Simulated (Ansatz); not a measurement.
# LiBe2: the cost of one run

Computed with Ansatz 0.2.0 (DFT PBE, scalar-relativistic, plane waves, PAW, unless a step's input says otherwise).

## 1. The starting structure

Symmetry: I4/mmm, No. 139, tetragonal system. Conventional cell: a = 3.215 Å, b = 3.215 Å, c = 4.031 Å, α = 90.00°, β = 90.00°, γ = 90.00°. Around Li (site symmetry 4/mmm) lie 8 Be at 1.90 Å. Around Be (site symmetry -4m2) lie 4 Li at 1.90 Å and 2 Be at 2.02 Å.

As a file:

```xyz
3
Lattice="-1.6075 1.6075 2.0156 1.6075 -1.6075 2.0156 1.6075 1.6075 -2.0156" Properties=species:S:1:pos:R:3 pbc="T T T"
Li    0.0000    0.0000    0.0000
Be    0.0000    1.6075    1.0078
Be    1.6075    0.0000    1.0078
```

A structure generator made this guess: species swapped into a database cell of HfH2 (I4/mmm, No. 139), with Li on the Hf sites and Be on the H sites. Its size is a rough estimate.

## 2. Probe: one point on a coarse mesh

Input file input.yaml:

```yaml
crystal:
  lattice:
    - [-1.60750354, 1.60750354, 2.01561909]
    - [1.60750354, -1.60750354, 2.01561909]
    - [1.60750354, 1.60750354, -2.01561909]
  atoms:
    - { symbol: Li, position: [0.0, 0.0, 0.0] }
    - { symbol: Be, position: [0.75, 0.25, 0.5] }
    - { symbol: Be, position: [0.25, 0.75, 0.5] }
basis:
  ecutwfc: 420
kpoints:
  mp_grid: { grid: [8, 8, 8] }
hamiltonian:
  xc: pbe
scf:
  occupations: { method: gaussian, width: 0.1 }
  lower_state_search: "off"
output:
  forces: true
  stress: true
  eigenvalues: true
```

On the command line:

```console
> ansatz run input.yaml --threads 1 --pin off --max-ram 2048MiB --backend cpu --events-out ev --progress --plain --runs-dir out
```

**Question.** How long does this run take on 1 thread of Arm Neoverse N1, shared host, and how much memory does it need?

About 2 s, with a peak of 0.26 GiB.
